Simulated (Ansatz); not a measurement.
Write a Python script for Ansatz 0.2.0 through its Python package that makes a geometry optimisation of C3H6AlF, SMILES FC1C[CH]1[AlH2]. Use: B3LYP, 6-31G* basis, multiplicity 1, D4 dispersion.

```xyz
11

F    -1.3743    0.4673    1.9477
C    -0.3130    0.4223    1.1185
C     0.0262   -1.0013    0.7534
C    -0.5366   -0.1004   -0.2741
Al    0.5954    0.5677   -1.7388
H     0.5421    1.1424    1.2486
H    -0.5804   -1.7688    1.2184
H     1.1894   -1.1484    0.6364
H    -1.6781   -0.3362   -0.3938
H     0.7598    2.1491   -1.9175
H     1.4350   -0.4507   -2.5781
```

Script `opt_c3h6alf.py`:
```python
import itertools

import ansatz as az
from ase.data import atomic_numbers, covalent_radii
import numpy as np

mol = (
    az.Crystal.molecule()
    .atom('F', (-1.3743, 0.4673, 1.9477))
    .atom('C', (-0.313, 0.4223, 1.1185))
    .atom('C', (0.0262, -1.0013, 0.7534))
    .atom('C', (-0.5366, -0.1004, -0.2741))
    .atom('Al', (0.5954, 0.5677, -1.7388))
    .atom('H', (0.5421, 1.1424, 1.2486))
    .atom('H', (-0.5804, -1.7688, 1.2184))
    .atom('H', (1.1894, -1.1484, 0.6364))
    .atom('H', (-1.6781, -0.3362, -0.3938))
    .atom('H', (0.7598, 2.1491, -1.9175))
    .atom('H', (1.435, -0.4507, -2.5781))
)

base = (
    mol.calculation()
    .basis(gaussian='6-31G*')
    .functional('b3lyp', dispersion='d4')
)
symbols = [site.symbol for site in mol.cartesian_sites]
start = np.array([site.position_ang for site in mol.cartesian_sites], dtype=float)
def progress(event):
    if event['event'] == 'relax_step':
        row = event['data']
        print(f'step {row["step"]:3d}  E = {row["lagrangian_ev"]:.6f} eV  largest force component {row["allowed_force_max_ev_ang"]:.4f} eV/A')


summary = base.relax(force_tolerance=0.01).session().plan().execute(on_event=progress).report
end = np.array(summary['positions_ang'])

for key in ('converged', 'free_energy_ev', 'reference_energy_ev', 'n_frozen', 'n_occupied', 'n_virtual'):
    print(f'{key:22s} {summary[key]}')

radius = [covalent_radii[atomic_numbers[s]] for s in symbols]
span = lambda where, i, j: np.linalg.norm(where[i] - where[j])
bonded = [(i, j) for i, j in itertools.combinations(range(len(symbols)), 2) if min(span(start, i, j), span(end, i, j)) < 1.2 * (radius[i] + radius[j])]
print('pair        before    after (A)')
for i, j in bonded:
    print(f'{symbols[i]}{i}-{symbols[j]}{j}'.ljust(10), f'{span(start, i, j):8.4f} {span(end, i, j):8.4f}')

charges = summary['charge_distribution']
dipole = np.array(charges['dipole_moment_e_ang']) * 4.803205
print('dipole (D): {:.3f} {:.3f} {:.3f}, length {:.3f}'.format(*dipole, np.linalg.norm(dipole)))
print('atom  Mulliken   Lowdin')
for symbol, m, l in zip(symbols, charges['mulliken_charges_e'], charges['lowdin_charges_e']):
    print(f'{symbol:4s} {m:9.3f} {l:8.3f}')
with open('c3h6alf_opt.xyz', 'w') as handle:
    handle.write(f'{len(symbols)}\nrelaxed C3H6AlF\n')
    handle.writelines(f'{s:2s} {x:11.6f} {y:11.6f} {z:11.6f}\n' for s, (x, y, z) in zip(symbols, end))
```

```console
$ python opt_c3h6alf.py
step   1  E = -12520.777176 eV  largest force component 3.8064 eV/A
step   2  E = -12521.239437 eV  largest force component 1.0688 eV/A
step   3  E = -12521.304054 eV  largest force component 0.3799 eV/A
step   4  E = -12521.312084 eV  largest force component 0.1105 eV/A
step   5  E = -12521.313595 eV  largest force component 0.0540 eV/A
step   6  E = -12521.314232 eV  largest force component 0.0317 eV/A
step   7  E = -12521.315156 eV  largest force component 0.0189 eV/A
step   8  E = -12521.315751 eV  largest force component 0.0151 eV/A
step   9  E = -12521.319111 eV  largest force component 0.1629 eV/A
step  10  E = -12521.324171 eV  largest force component 0.2147 eV/A
step  11  E = -12521.331395 eV  largest force component 0.3646 eV/A
step  12  E = -12521.341548 eV  largest force component 0.5060 eV/A
step  13  E = -12521.381605 eV  largest force component 0.3317 eV/A
step  14  E = -12521.406221 eV  largest force component 0.1046 eV/A
step  15  E = -12521.419555 eV  largest force component 0.1377 eV/A
step  16  E = -12521.423656 eV  largest force component 0.3236 eV/A
step  17  E = -12521.317506 eV  largest force component 1.1636 eV/A
step  18  E = -12521.433048 eV  largest force component 0.1188 eV/A
step  19  E = -12521.434520 eV  largest force component 0.1587 eV/A
step  20  E = -12521.436275 eV  largest force component 0.0793 eV/A
step  21  E = -12521.436444 eV  largest force component 0.0780 eV/A
step  22  E = -12521.437876 eV  largest force component 0.0187 eV/A
step  23  E = -12521.437938 eV  largest force component 0.0081 eV/A
converged              True
free_energy_ev         -12521.438187754235
reference_energy_ev    -12521.1159917598
n_frozen               0
n_occupied             [23, 23]
n_virtual              [68, 68]
pair        before    after (A)
F0-C1        1.3476   1.3760
C1-C2        1.5083   1.4770
C1-C3        1.5042   1.5133
C1-H5        1.1255   1.0878
C2-C3        1.4779   1.5541
C2-H6        1.0832   1.0863
C2-H7        1.1783   1.0878
C3-Al4       1.9680   1.9399
C3-H8        1.1717   1.0902
Al4-H9       1.5999   1.5923
Al4-H10      1.5641   1.5899
dipole (D): 0.855 -0.415 -0.210, length 0.973
atom  Mulliken   Lowdin
F       -0.305   -0.027
C        0.200   -0.085
C       -0.352   -0.237
C       -0.388   -0.273
Al       0.403    0.220
H        0.146    0.132
H        0.175    0.144
H        0.164    0.145
H        0.175    0.161
H       -0.112   -0.092
H       -0.105   -0.089
```

It writes `c3h6alf_opt.xyz`:
```text
11
relaxed C3H6AlF
F    -1.715577    0.383175    1.704309
C    -0.505298    0.429731    1.051347
C     0.264712   -0.826838    0.953001
C    -0.431077   -0.236807   -0.305178
Al    0.593675    0.495338   -1.780628
H    -0.003122    1.376464    1.237755
H    -0.191378   -1.712523    1.386092
H     1.348880   -0.789020    1.032728
H    -1.356767   -0.763570   -0.537993
H     1.918249    1.306763   -1.430579
H     0.143203    0.280288   -3.290155
```

Notes:
- These settings explore the input space; basis and method may be short of convergence.
- The end point is the stationary point reached from this start; no frequency run checks that it is a minimum, and the basis set is modest.
- The Löwdin charges here are taken after orthogonalising the functions within each atom; they differ from plain Löwdin charges, and their signs can be unphysical.
- Total less reference energy is the dispersion correction.
- b3lyp holds the VWN-RPA fit, as in Gaussian; the form of ORCA and Turbomole is b3lyp5.
- The whole script took 91 s on 1 thread of Arm Neoverse V2, with other jobs on the host, peak memory 0.26 GiB.

(Lines on the test bed's own set-up are left out of the output.)
